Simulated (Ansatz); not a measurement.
**C₂H₈BCl₂N: a ladder of functionals and wavefunction methods**

An exercise on one series of results from a longer session: the logs are not shown, and one member is left open.

The runs use Ansatz 0.2.0, Gaussian basis; functionals in def2-TZVPP, the program's frozen cores in correlated methods.

The runs, in order: LDA (SPW92), PBE-D4, revPBE-D4, BLYP-D4, r2SCAN-D4, B97M-V, PBE0-D4, B3LYP-D4, r2SCANh-D4, r2SCAN0-D4, HSE06-D4, BHLYP-D4, CAM-B3LYP-D4, LC-ωPBE, ωB97X-V, ωB97M-V, B2PLYP, PBE-QIDH; CCSD(T)/def2-SVP; CCSD(T)/def2-TZVPP; MP2/def2-QZVPP; extrapolation to the limit; RPA on PBE.

### The relaxed structure

An earlier PBE0-D4 in a triple-zeta def2 set relaxation fixed the geometry.

SMILES `C[NH2+][B-](C)(Cl)Cl`, 14 atoms, charge 0, spin multiplicity 1.

Atoms are counted from 1 here; the program's logs count them from 0.

Bond lengths: C1–N2 1.475 Å, C1–H7 1.087 Å, C1–H8 1.087 Å, C1–H9 1.090 Å, N2–B3 1.626 Å, N2–H10 1.018 Å, N2–H11 1.018 Å, B3–C4 1.589 Å, B3–Cl5 1.853 Å, B3–Cl6 1.853 Å, C4–H12 1.096 Å, C4–H13 1.092 Å, C4–H14 1.096 Å. Angles: N2–C1–H7 108.2°, N2–C1–H8 108.2°, N2–C1–H9 110.4°, H7–C1–H8 109.1°, H7–C1–H9 110.5°, H8–C1–H9 110.5°, C1–N2–B3 117.8°, C1–N2–H10 109.7°, C1–N2–H11 109.7°, B3–N2–H10 106.0°, B3–N2–H11 106.0°, H10–N2–H11 106.9°, N2–B3–C4 108.0°, N2–B3–Cl5 104.9°, N2–B3–Cl6 104.9°, C4–B3–Cl5 112.9°, C4–B3–Cl6 112.9°, Cl5–B3–Cl6 112.5° and more.

Geometry (Å):

```
C     0.7489    1.2904   -1.2932
N     0.3555    0.0007   -0.6944
B    -0.3832    0.0311    0.7536
C    -0.6996   -1.4680    1.1749
Cl    0.8256    0.8585    1.8891
Cl   -1.9133    1.0428    0.4879
H    -0.1461    1.8966   -1.4117
H     1.4286    1.7899   -0.6068
H     1.2309    1.1297   -2.2575
H    -0.2772   -0.4911   -1.3222
H     1.1768   -0.5895   -0.5785
H    -1.3709   -1.9667    0.4668
H    -1.1975   -1.4810    2.1463
H     0.2086   -2.0729    1.2749
```

The first run:

Contents of in.yaml:

```yaml
crystal:
  periodic: [false, false, false]
  atoms:
    - {symbol: C, position_ang: [0.748932, 1.290382, -1.293223]}
    - {symbol: N, position_ang: [0.355453, 0.000732, -0.694425]}
    - {symbol: B, position_ang: [-0.383169, 0.031123, 0.753553]}
    - {symbol: C, position_ang: [-0.699585, -1.467973, 1.174910]}
    - {symbol: Cl, position_ang: [0.825643, 0.858529, 1.889067]}
    - {symbol: Cl, position_ang: [-1.913269, 1.042807, 0.487908]}
    - {symbol: H, position_ang: [-0.146053, 1.896620, -1.411702]}
    - {symbol: H, position_ang: [1.428551, 1.789930, -0.606836]}
    - {symbol: H, position_ang: [1.230950, 1.129737, -2.257520]}
    - {symbol: H, position_ang: [-0.277250, -0.491132, -1.322180]}
    - {symbol: H, position_ang: [1.176754, -0.589477, -0.578511]}
    - {symbol: H, position_ang: [-1.370928, -1.966655, 0.466793]}
    - {symbol: H, position_ang: [-1.197461, -1.481011, 2.146326]}
    - {symbol: H, position_ang: [0.208634, -2.072912, 1.274940]}
basis:
  gaussian: {orbitals: def2-TZVPP}
hamiltonian: {xc: lda}
output: {orbitals: {seedname: orbitals}}
```

Started as:

```bash
$ ansatz run in.yaml --threads 4 --pin off --events-out ev --progress --plain --max-ram 11315MiB
```

Among the steps run: LDA; PBE-D4 (GGA); revPBE-D4 (GGA); BLYP-D4 (GGA); r2SCAN-D4 (meta-GGA); B97M-V (meta-GGA); PBE0-D4 (hybrid); B3LYP-D4 (hybrid); r2SCANh-D4 (hybrid); r2SCAN0-D4 (hybrid); HSE06-D4 (hybrid); BHLYP-D4 (hybrid); CAM-B3LYP-D4 (range-separated); LC-ωPBE (range-separated); ωB97X-V (range-separated); ωB97M-V (range-separated); B2PLYP (double hybrid); PBE-QIDH (double hybrid).

One table of the session follows, with a row left open; its other results are not shown here.

It belongs to the step «Orbital energies across the functionals». 

| functional | HOMO (eV) | gap (eV) |
| --- | --- | --- |
| LDA (SPW92) | -6.55 | 5.57 |
| PBE-D4 | -6.41 | 5.60 |
| revPBE-D4 | -6.35 | 5.63 |
| BLYP-D4 | -6.24 | 5.41 |
| r2SCAN-D4 | -6.74 | 6.59 |
| B97M-V | -6.86 | 6.23 |
| PBE0-D4 | -7.78 | 7.80 |
| B3LYP-D4 | -7.51 | 7.18 |
| r2SCANh-D4 | -7.25 | 7.35 |
| r2SCAN0-D4 | -8.01 | 8.46 |
| HSE06-D4 | -7.38 | 7.03 |
| BHLYP-D4 | ? | ? |
| CAM-B3LYP-D4 | -9.14 | 9.92 |
| LC-ωPBE | -10.56 | 12.67 |
| ωB97X-V | -10.21 | 12.09 |
| ωB97M-V | -10.05 | 11.49 |

Estimate the missing values for BHLYP-D4.

Worked estimate for «HOMO (eV)». Against the share of exact exchange, BLYP-D4 (0, -6.24), B3LYP-D4 (0.2, -7.51) give a slope of -6.35 per unit share; at 0.5 the line stands at -9.41.

The run gave: HOMO (eV): -9.01; gap (eV): 9.65. In «HOMO (eV)» the line misses by -0.40.
